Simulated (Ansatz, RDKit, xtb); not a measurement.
# Isomers of C4H2FN3, a sample narrowed down, part 2 of 2

A sample of isomers of C4H2FN3 is drawn. Aim: find which of them has the lowest free energy at 298.15 K, then its properties. The sample is small against all isomers, and the most stable one of this formula need not be in it.

xtb, Ansatz and PySCF; isolated molecules. The steps go on from the part before.

## 10. c522a at MP2/def2-TZVPP

The input, input.yaml:

```yaml
crystal:
  periodic: [false, false, false]
  atoms:
    - {symbol: C, position_ang: [0.526684, -0.554632, 2.621047]}
    - {symbol: C, position_ang: [0.728166, -0.794979, 1.240330]}
    - {symbol: C, position_ang: [1.382711, 0.003338, 0.307167]}
    - {symbol: C, position_ang: [0.309466, -1.912919, 0.469433]}
    - {symbol: F, position_ang: [-0.354959, -2.945084, 0.916288]}
    - {symbol: N, position_ang: [0.359198, -0.362343, 3.752149]}
    - {symbol: "N", position_ang: [1.307551, -0.655298, -0.860087]}
    - {symbol: N, position_ang: [0.660262, -1.821550, -0.786793]}
    - {symbol: H, position_ang: [1.876109, 0.966227, 0.416657]}
    - {symbol: H, position_ang: [1.681674, -0.359197, -1.752672]}
basis:
  gaussian: {orbitals: def2-TZVPP}
correlation: {method: mp2, frozen_orbitals: {F: 1, C: 1, "N": 1, H: 0}}
```

Run with:

```
$ ansatz run input.yaml --threads 2 --pin off --max-ram 5220MiB --events-out events.jsonl --progress --plain --runs-dir runs
```

The log of the run:

```text
Warning: RAYON_NUM_THREADS=2 ignored (pool sized by the plan → 2); use --threads N
Functional definition: HF
  name "HF"
  exchange = exact_x
  correlation = 0
1755 factors; integrals over basis functions are off by at most 1.2e-3 eV
mean field evaluation 1: about -11302.0957 eV, gradient 4.3e1 eV
mean field evaluation 2: about -11302.6230 eV, gradient 4.3e1 eV
mean field evaluation 4: about -11307.2073 eV, gradient 7.8e0 eV
mean field evaluation 8: about -11307.3866 eV, gradient 6.0e-1 eV
mean field evaluation 16: about -11307.3885 eV, gradient 1.9e-6 eV
mean field -11307.38846946 eV, -415.5388618293 hartree, gradient 1.9e-6 eV, S^2 0.000000; 0 other end points of the search recorded, 0 dependent functions left out
8 core orbitals not correlated: weight in the atoms' cores, before any rotation towards them, 1.000 or more for the frozen orbitals, at most 0.000 for the correlated occupied ones
reference -11307.38846946 eV, -415.5388618293 hartree; 20, 20 occupied and 248, 248 virtual orbitals, 1755 factors
second order -39.16118283 eV of doubles, -0.00000000 eV of singles
Total energy: -11346.54965229 eV, -416.9780087540 hartree
```

It took 11 s on 2 threads of Arm Neoverse V1, shared host; peak memory 0.79 GiB.

## 11. c887a at CCSD(T)/def2-SVP

The input, input.yaml:

```yaml
crystal:
  periodic: [false, false, false]
  atoms:
    - {symbol: C, position_ang: [0.267892, -1.564607, 2.462869]}
    - {symbol: C, position_ang: [0.652195, -1.073626, 1.188679]}
    - {symbol: C, position_ang: [1.559113, -0.085027, 0.826763]}
    - {symbol: C, position_ang: [1.474565, -0.085303, -0.576028]}
    - {symbol: F, position_ang: [2.148953, 0.684963, -1.394577]}
    - {symbol: "N", position_ang: [-0.055606, -1.975436, 3.497700]}
    - {symbol: N, position_ang: [0.617799, -0.967276, -1.046354]}
    - {symbol: N, position_ang: [0.127694, -1.557912, 0.031051]}
    - {symbol: H, position_ang: [2.175026, 0.529107, 1.476289]}
    - {symbol: H, position_ang: [-0.565531, -2.289847, -0.063602]}
basis:
  gaussian:
    orbitals: def2-SVP
correlation:
  method: ccsd_t
  frozen_orbitals: {F: 1, C: 1, "N": 1, H: 0}
```

Run with:

```
$ ansatz run input.yaml --threads 2 --pin off --max-ram 5220MiB --events-out events.jsonl --progress --plain --runs-dir runs
```

The log of the run, cut to the lines that bear on the results:

```text
Warning: RAYON_NUM_THREADS=2 ignored (pool sized by the plan → 2); use --threads N
Functional definition: HF
  name "HF"
[...]
1246 factors; integrals over basis functions are off by at most 1.3e-3 eV
[...]
mean field -11293.95632552 eV, -415.0452396444 hartree, gradient 1.2e-6 eV, S^2 0.000000; 0 other end points of the search recorded, 0 dependent functions left out; unrestricted orbitals would lower it
8 core orbitals not correlated: weight in the atoms' cores, before any rotation towards them, 1.000 or more for the frozen orbitals, at most 0.000 for the correlated occupied ones
reference -11293.95632552 eV, -415.0452396444 hartree; 20, 20 occupied and 94, 94 virtual orbitals, 1246 factors
second order -31.83488723 eV of doubles, -0.00000000 eV of singles
cycle   1  -31.10076347 eV  change    7.3e-1 eV  update   1.4e-1
[...]
cycle  10  -32.22206628 eV  change   -1.4e-5 eV  update   2.9e-5
perturbative correction -1.31469111 eV, -0.0483140073 hartree
Total energy: -11327.49308291 eV, -416.2776927465 hartree
```

Wall time 31 s (2 threads of Arm Neoverse V1, shared host); peak memory 0.82 GiB.

For c887a, c924a, c467a, c128a the log finds that unrestricted Hartree-Fock orbitals lie lower, a sign to watch the closed-shell reference there.

## 12. The ranking

Energies in kcal/mol from c522a; G adds the thermal terms to the CCSD(T)/def2-SVP + MP2/def2-TZVPP - MP2/def2-SVP energy. The columns left of the relaxed level are at the tight-binding geometries.

```
label            SMILES     spin  GFN2-xTB  HF/STO-3G  r2SCAN-D4/def2-SVP  PBE0-D3(BJ)/def2-SVP  HF/def2-SVP  MP2/def2-SVP  CCSD(T)/def2-SVP + MP2/def2-TZVPP - MP2/def2-SVP    G  share at equilibrium     T1
c522a    N#Cc1c[nH]nc1F  singlet       0.0        0.0                 0.0                   0.0          0.0           0.0                                               0.0  0.0                94.4 %  0.014
c887a  N#Cc1cc(F)n[nH]1  singlet       0.3        3.0                 1.6                   2.1          4.5           1.4                                               1.8  1.7                 5.2 %  0.013
c040a    N#Cc1cn[nH]c1F  singlet       1.1       -0.1                 3.5                   3.3          3.2           3.4                                               3.4  3.4                 0.3 %  0.014
c924a  N#Cc1cc(F)[nH]n1  singlet       1.9        1.9                 4.9                   4.8          5.8           3.8                                               4.3  4.1                 0.1 %  0.013
c467a    N#Cc1n[nH]cc1F  singlet       3.8        4.8                 7.4                   7.3          9.9           6.3                                               6.9  6.8               < 0.1 %  0.013
c128a    N#Cc1[nH]ncc1F  singlet       2.9        5.2                 7.0                   7.4         11.1           7.0                                               7.4  7.3               < 0.1 %  0.013
```

Lowest found: c522a, `N#Cc1c[nH]nc1F`, a singlet. Bond lengths: C1–C2 1.416 Å, C2–C3 1.392 Å, C2–C4 1.421 Å, C4–F5 1.306 Å, C1–N6 1.159 Å, C3–N7 1.342 Å, C4–N8 1.307 Å, N7–N8 1.336 Å, C3–H9 1.087 Å, N7–H10 1.012 Å. Some angles: C1–C2–C3 128.6°, C1–C2–C4 128.4°, C3–C2–C4 103.1°, C2–C1–N6 179.7°, C2–C3–N7 106.0°, C2–C4–F5 125.9°, C2–C4–N8 112.8°, F5–C4–N8 121.4°, C3–N7–N8 114.1°, C4–N8–N7 104.1°.

```xyz
10

C     0.5267   -0.5546    2.6210
C     0.7282   -0.7950    1.2403
C     1.3827    0.0033    0.3072
C     0.3095   -1.9129    0.4694
F    -0.3550   -2.9451    0.9163
N     0.3592   -0.3623    3.7521
N     1.3076   -0.6553   -0.8601
N     0.6603   -1.8216   -0.7868
H     1.8761    0.9662    0.4167
H     1.6817   -0.3592   -1.7527
```

## 13. Outcome

The summary covers parts 1 to 2.

| quantity | value |
| --- | --- |
| lowest structure found | N#Cc1c[nH]nc1F, singlet |
| next finalist | N#Cc1cc(F)n[nH]1, singlet, 1.7 kcal/mol higher in G |
| share at equilibrium, among the finalists | 94.4 % |
| funnel | 9 starts, 9 minima at GFN2-xTB from these starts (12 with those found later), 12 screening runs, 6 relaxed, 6 ranked |
| CPU time of all runs | 14 min |

What this shows: The lowest structure found is `N#Cc1c[nH]nc1F`. The margin, 1.7 kcal/mol, is modest. r2SCAN-D4/def2-SVP, PBE0-D3(BJ)/def2-SVP, HF/def2-SVP and MP2/def2-SVP already put its bonding pattern lowest among the structures in one piece; GFN2-xTB favours the singlet N#Cn1ccc(F)n1 (c917a, not a finalist); HF/STO-3G favours the singlet N#Cc1cn[nH]c1F. The largest share of the time went into the final energies (61 % of the CPU time that the search's summary counts). The search is not exhaustive (a finite list of starts, one conformer a finalist), so a lower isomer can't be ruled out. Only 9 drawn patterns were tried, so whole families of isomers are missing, and the result ranks this sample alone.
